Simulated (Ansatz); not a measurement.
# ScSi2, space group P6/mmm: a single point

Computed with Ansatz 0.2.0, Python API.

Contents of `scsi2.cif`:
```cif
data_ScSi2
_cell_length_a 3.660000
_cell_length_b 3.660000
_cell_length_c 3.870000
_cell_angle_alpha 90.00000
_cell_angle_beta 90.00000
_cell_angle_gamma 120.00000
_symmetry_space_group_name_H-M 'P 1'
_symmetry_Int_Tables_number 1
loop_
_symmetry_equiv_pos_as_xyz
'x, y, z'
loop_
_atom_site_label
_atom_site_type_symbol
_atom_site_fract_x
_atom_site_fract_y
_atom_site_fract_z
Sc1 Sc    0.000000    0.000000    0.000000
Si2 Si    0.333333    0.666667    0.500000
Si3 Si    0.666667    0.333333    0.500000
```

Run as a notebook:

**Cell 1**
```python
from dataclasses import dataclass

import ansatz as az
from ase import Atoms
from ase.io import read
from ase.io import write
import numpy as np
from pymatgen.core import Structure
```

**Cell 2**
```python
@dataclass
class Options:
    kmesh: tuple[int, ...] = (7, 7, 6)
    functional: str = "pbe"
    filling: str = "fermi_dirac"
```

**Cell 3**
```python
cfg = Options()

atoms = read("scsi2.cif")
scsi2 = az.Crystal.from_ase(atoms)
```

**Cell 4**
```python
[site.symbol for site in scsi2.resolved().sites]
```
Output:
```text
['Sc', 'Si', 'Si']
```

**Cell 5**
```python
# the calculation
model = (
    scsi2.calculation()
    .kpoints(mesh=cfg.kmesh)  # finer meshes matter most for metals
    .basis(21 * az.Ha)
    .functional(cfg.functional)  # level of theory
    .occupations(cfg.filling)  # fractional filling near the Fermi level
    .density_of_states(energy_step=0.2, nscf_kmesh_spacing=0.24)  # states per eV and cell
    .band_table()  # levels at the mesh points
)
out = model.run()
data = out.report
```
Output:
```text
DeckWarning: the atoms were moved onto the symmetric positions of the space group found under crystal.symmetry.tolerance 1.0e-5 (fractional; no operation is sought that the atoms, as they stand in a round, miss by more than twice it, and no atom is moved by as much as it), and the run uses the moved positions. Before [...]
```

**Cell 6**
```python
data["n_kpoints"], data["n_symmetry_ops"], data["n_pw"]
```
Output:
```text
(32, 24, 1413)
```

**Cell 7**
```python
out.lattice.cell_ang
```
Output:
```text
array([[ 3.66      ,  0.        ,  0.        ],
       [-1.83      ,  3.16965298,  0.        ],
       [ 0.        ,  0.        ,  3.87      ]])
```

**Cell 8**
```python
print(f"free energy      {data['free_energy_ev']:.5f} eV")
print(f"per atom         {data['free_energy_ev'] / len(out.lattice.sites):.5f} eV")
print(f"SCF iterations   {data['n_iterations']}  (converged: {data['converged']})")

image = Atoms([s.symbol for s in out.lattice.sites], positions=[s.position_ang for s in out.lattice.sites], cell=out.lattice.cell_ang, pbc=True)
write("final.extxyz", image)
```
Output:
```text
free energy      -3407.72226 eV
per atom         -1135.90742 eV
SCF iterations   6  (converged: True)
```

**Cell 9**
```python
final = Structure(out.lattice.cell_ang, [s.symbol for s in out.lattice.sites], [s.position_frac for s in out.lattice.sites])
distances = np.array([n.nn_distance for shell in final.get_all_neighbors(6.0) for n in shell])
values, counts = np.unique(distances.round(2), return_counts=True)
print("distance (A)  neighbours per atom")
for value, count in list(zip(values, counts))[:14]:
    print(f"{value:10.2f} {count / len(final):10.2f}")
```
Output:
```text
distance (A)  neighbours per atom
      2.11       2.00
      2.87       8.00
      3.66       6.00
      3.87       2.00
      4.23       2.00
      4.41       4.00
      4.65       8.00
      5.33      12.00
      5.59       4.00
      5.73       4.00
      5.92      16.00
```

**Cell 10**
```python
dos = out.density_of_states()
energy = np.asarray(dos.energies_ev) - dos.fermi_ev
top = min(levels[-1] for levels in data["eigenvalues_ev"]) - dos.fermi_ev  # the computed bands end here
for spin, channel in enumerate(dos.channels):
    g = np.asarray(channel.g_bin_mean_per_ev)
    print(f"channel {spin}: g(E_F) = {np.interp(0.0, energy, g):.3f} states/eV, highest peak {g.max():.2f} at {energy[g.argmax()]:.2f} eV")
grid = np.arange(-10, min(8, top), 0.5)
columns = [grid] + [np.interp(grid, energy, ch.g_bin_mean_per_ev) for ch in dos.channels]
np.savetxt("dos_scsi2.dat", np.column_stack(columns), fmt="%.3f", header="E-EF (eV), states/eV by channel")
```
Output:
```text
channel 0: g(E_F) = 1.977 states/eV, highest peak 30.00 at -28.28 eV
```

`dos_scsi2.dat`, as written:
```text
# E-EF (eV), states/eV by channel
-10.000 0.069
-9.500 0.414
-9.000 0.793
-8.500 0.571
-8.000 0.416
-7.500 0.359
-7.000 0.535
-6.500 0.806
-6.000 0.854
-5.500 1.252
-5.000 1.346
-4.500 1.508
-4.000 1.418
-3.500 1.583
-3.000 0.806
-2.500 0.784
-2.000 1.004
-1.500 1.040
-1.000 0.561
-0.500 0.637
0.000 1.977
0.500 1.293
1.000 1.994
1.500 2.627
```

It writes `final.extxyz`:
```text
3
Lattice="3.66 0.0 0.0 -1.8299999999999992 3.1696529778510456 0.0 0.0 0.0 3.87" Properties=species:S:1:pos:R:3 pbc="T T T"
Sc       0.00000000       0.00000000       0.00000000
Si       0.00000000       2.11310199       1.93500000
Si       1.83000000       1.05655099       1.93500000
```

Reading the output:
- Absolute energies stand on the zero of these potentials, so only differences at equal settings mean something.
- The mesh is modest for a metal, so energies can be off by several to tens of meV an atom and pressures by half a GPa or more; differences at equal mesh fare better.
- The starting cell is as deposited in a crystallographic database; the results hold for this polymorph, which needn't be the stable one.
- Warnings are shown shortened and without file and line.
- The computed bands are complete only to about 1.6 eV above the Fermi level; beyond that the density of states is undercounted.
- The whole script took 3.5 s on 1 thread of Arm Neoverse V2, on a shared host, peak memory 0.44 GiB.

(Lines on the test bed's own set-up are left out of the output.)
